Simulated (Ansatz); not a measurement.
**Ga392N392, 784 atoms: a scaling test**

Wanted: the time that a single point at PBE takes for Ga392N392, and how the time changes with the share of the machine.

Program: Ansatz 0.2.0 (single point, PBE, plane waves PAW). Host: AMD EPYC 7R13 (Zen 3), 96 cores, 96 hardware threads, 1656 GiB, 8 × H100 80GB HBM3, 81559 MiB; it was booked for these runs alone, one at a time. Each run is timed once from launch to exit, start-up included.

### Step 1. The job

The cell holds 784 atoms in 8963 Å³, 7×7×4 copies of a database cell, with the atoms displaced at random so that no symmetry is left.

### Step 2. Baseline

input.yaml reads:

```yaml
crystal:
  lattice:
    - [22.322510, 0.000000, 0.000000]
    - [-11.161255, 19.331865, 0.000000]
    - [0.000000, 0.000000, 20.769428]
  atoms:
    - { symbol: Ga, position: [0.099428, 0.046431, 0.125531] }
    - { symbol: Ga, position: [0.047882, 0.096735, 0.247071] }
    - { symbol: "N", position: [0.094495, 0.046272, 0.216909] }
    - { symbol: "N", position: [0.046107, 0.094320, 0.093427] }
    - { symbol: Ga, position: [0.093613, 0.048375, 0.373717] }
    - { symbol: Ga, position: [0.041889, 0.097372, 0.499016] }
    - { symbol: "N", position: [0.093906, 0.048100, 0.469422] }
    - { symbol: "N", position: [0.047714, 0.093707, 0.344348] }
    - { symbol: Ga, position: [0.092483, 0.050206, 0.622334] }
    - { symbol: Ga, position: [0.047249, 0.095272, 0.750193] }
    - { symbol: "N", position: [0.094796, 0.048484, 0.711979] }
    - { symbol: "N", position: [0.047200, 0.094719, 0.592894] }
# [... 768 more atoms ...]
    - { symbol: Ga, position: [0.951973, 0.903564, 0.873994] }
    - { symbol: Ga, position: [0.906885, 0.953488, 0.997693] }
    - { symbol: "N", position: [0.953216, 0.906949, 0.971937] }
    - { symbol: "N", position: [0.905707, 0.950872, 0.843362] }
kpoints:
  mp_grid: { grid: [1, 1, 1] }
hamiltonian:
  xc: pbe
  pseudopotentials: { azcp: { folder: soft_1 } }
scf:
  occupations: { method: fixed }
output: { forces: true }
```

On the command line:

```
ansatz run input.yaml --backend cuda --devices 0,1,2,3,4,5,6,7 --events-out ev --progress --plain --runs-dir out
```

Log, shortened:

```text
plane waves: an SCF's and a propagation's applications of the Hamiltonian and band sums at one k-point are shared over 8 devices, and a Davidson solver's panels where they lie in blocks; all else of the SCF runs on the first
[...]
Pseudopotentials: kind: paw
Pseudopotential: Ga, paw, valence charge 13, recommended cutoff 420 eV (normal), <dir>
Pseudopotential: N, paw, valence charge 5, recommended cutoff 420 eV (normal), <dir>
Functional definition: PBE
[...]
device memory: the entry about to start is reckoned to put 47.68 GiB on the device at index 0 of the run's devices, which reports 78.56 GiB free (of the 8 devices that it runs on, the one named has the least room for its share)
GPU FFT provider: cuFFT
GPU libraries: cuBLAS 13.8.2, cuFFT 12.4.0, cuSOLVER 12.3.4
Crystal: 784 atoms, lattice volume = 8962.751 Å³
Basis set: ecut = 420 eV, 175281 PW (Γ), exchange–correlation on 300×300×288 points (8 copies of the dense FFT grid, shifted against one another)
Bands: 4312, of which v1, the nominal top of the filled ones, is band 3528 counted from 1 (3527 counted from 0)
Symmetry: 1 space group operations
Space group: P1 (ITA 1), of the structure as read, at distance tolerance 2.1e-4 Å
k-points: 1
[...]
GPU buffer pool allocated for 3240000 grid points (all kernels)
the one k-point shared over 8 GPUs
GPU transforms: local potential and band sums: pruned to the plane-wave sphere, on 150×150×144
[...]
    dense_eigh     device
    forces_stress  device
  fallbacks
    stability_check_xc_evaluation host — XC above basis.xc_grid: 1 evaluates on host in the SCFs that minimise by scf.algorithm: direct_min and in their checks; else in an SCF that is set to minimise its free energy behind a close of the run, in any other SCF
    force_stress_xc_reevaluation  host — on the device where it can take copies there, else on the host; finer_xc_grid_close says which and why
    other_force_stress_terms      host — no device kernel
  kind                      count      payload host-blocked
  setup_upload                  9     21.0 MiB       0.004s
  buffer_upload              4288     1.44 GiB       0.343s
  buffer_download             294     1.04 GiB       0.299s
  xc_evaluation                72    363.5 MiB       0.130s
  one_centre_xc               192    317.7 MiB       0.077s
  density_spectrum_g0          13        208 B       0.032s
  norm_readback              2251     49.0 MiB       1.724s
  ritz_readback                33      4.0 MiB       1.173s
  host_view                    26     38.4 MiB       0.127s
  aug_readback                 22     15.3 MiB       0.037s
  total                      7200     3.27 GiB       3.945s
Device↔device copies:
  total                     48053   762.13 GiB       6.644s
Peak device memory allocated by the engine, per device (the device's total in use is higher: libraries, any emulation workspace, the driver and other processes add to it):
  device         0  41.13 GiB
  device         1  13.27 GiB
  device         2  13.27 GiB
  device         3  13.27 GiB
  device         4  13.27 GiB
  device         5  13.27 GiB
  device         6  13.27 GiB
  device         7  13.27 GiB
```

Wall time 16 s, CPU time 57 s, peak memory 4.3 GiB, 42 GiB on the fullest card, 11 SCF iterations in all (8 GPUs, 48 threads).

Size of the job: 1 k-point, 175281 plane waves, 4312 bands, 7056 valence electrons, 1 symmetry operation.

Where the time went (the program's own counters):

| phase | seconds | share of the wall time |
| --- | --- | --- |
| diag | 6.7 | 42 % |
| forces | 0.46 | 3 % |
| density | 0.45 | 3 % |
| potential | 0.38 | 2 % |
| complement_search | 0.15 | 1 % |

### Step 3. On 1 GPU, 48 threads

input.yaml is that of step 2.

On the command line:

```
ansatz run input.yaml --backend cuda --devices 1 --events-out ev --progress --plain --runs-dir out
```

Log, shortened:

```text
GPUs: using 1 of 8 available (devices: 1); idle: GPUs 1, 2, 3, 4, 5, 6, 7 (numbered from 0).
[...]
Pseudopotentials: kind: paw
Pseudopotential: Ga, paw, valence charge 13, recommended cutoff 420 eV (normal), <dir>
Pseudopotential: N, paw, valence charge 5, recommended cutoff 420 eV (normal), <dir>
Functional definition: PBE
[...]
device memory: the entry about to start is reckoned to put 77.6 GiB on a device that reports 78.6 GiB free
GPU FFT provider: cuFFT
GPU libraries: cuBLAS 13.8.2, cuFFT 12.4.0, cuSOLVER 12.3.4
Crystal: 784 atoms, lattice volume = 8962.751 Å³
Basis set: ecut = 420 eV, 175281 PW (Γ), exchange–correlation on 300×300×288 points (8 copies of the dense FFT grid, shifted against one another)
Bands: 4312, of which v1, the nominal top of the filled ones, is band 3528 counted from 1 (3527 counted from 0)
Symmetry: 1 space group operations
[...]
SCF iter   1: F=—  HF=-1634061.719022 eV  |F-HF|=—  |Δ(HF+E_count)|=         —  Δρ=1.13e-1  dr2=1.01e3  ethr=3.10e-3  ⟨swp⟩=4.0  Hψ=11057  notcnv=0  defer=775
[...]
SCF iter  11: F=-1633787.314236 eV  HF=-1633787.314235 eV  |F-HF|=7.14e-7  |Δ(HF+E_count)|=   3.21e-8  Δρ=2.97e-6  dr2=6.94e-7  ethr=1.42e-11  ⟨swp⟩=2.0  Hψ=13665  notcnv=0
[...]
SCF converged after 11 iterations
Free energy (F): -1633787.314236 eV
[...]
E sigma→0 (E₀):  -1633787.314236 eV
Fermi energy:    9.745072 eV
[...]
--- Forces (eV/Å), atoms counted from 1 ---
  atom   1  Ga    -2.06655517    -0.18281115    -0.66800057
  atom   2  Ga     0.36400819    -0.30905309     0.55383423
  atom   3  N      0.34301386     0.48080082     1.01113291
  atom   4  N      0.48630078    -0.32753806    -0.01128194
  atom   5  Ga     1.07659509    -0.38491913     1.05630957
  atom   6  Ga     3.52006180     0.30341140     0.91323204
  atom   7  N      0.12329810     0.42115380    -0.10639627
  atom   8  N     -0.71298283     0.85413066    -0.88834781
[...]
[... 18 lines ...]
[...]
```

Wall time 21 s, CPU time 40 s, peak memory 3.2 GiB, 72 GiB on the fullest card, 11 SCF iterations in all (1 GPU, 48 threads).

### Step 4. Scaling over GPUs

| GPUs | wall time | speed-up | efficiency | CPU time |
| --- | --- | --- | --- | --- |
| 1 | 21 s | 1 | 100 % | 40 s |
| 8 | 16 s | 1.3 | 17 % | 57 s |

### Step 5. Outcome

| quantity | value |
| --- | --- |
| reference | 16 s on 8 GPUs, 48 threads |
| fastest over GPUs | 16 s on 8 |
| speed-up from 1 to 8 GPUs | 1.3 (17 % efficient) |

Going from 1 to 8 GPUs cuts the time by a factor of 1.3, 17 % of the ideal. In the reference run the eigensolver takes 42 % of the time. The figures hold for this build, input and host.
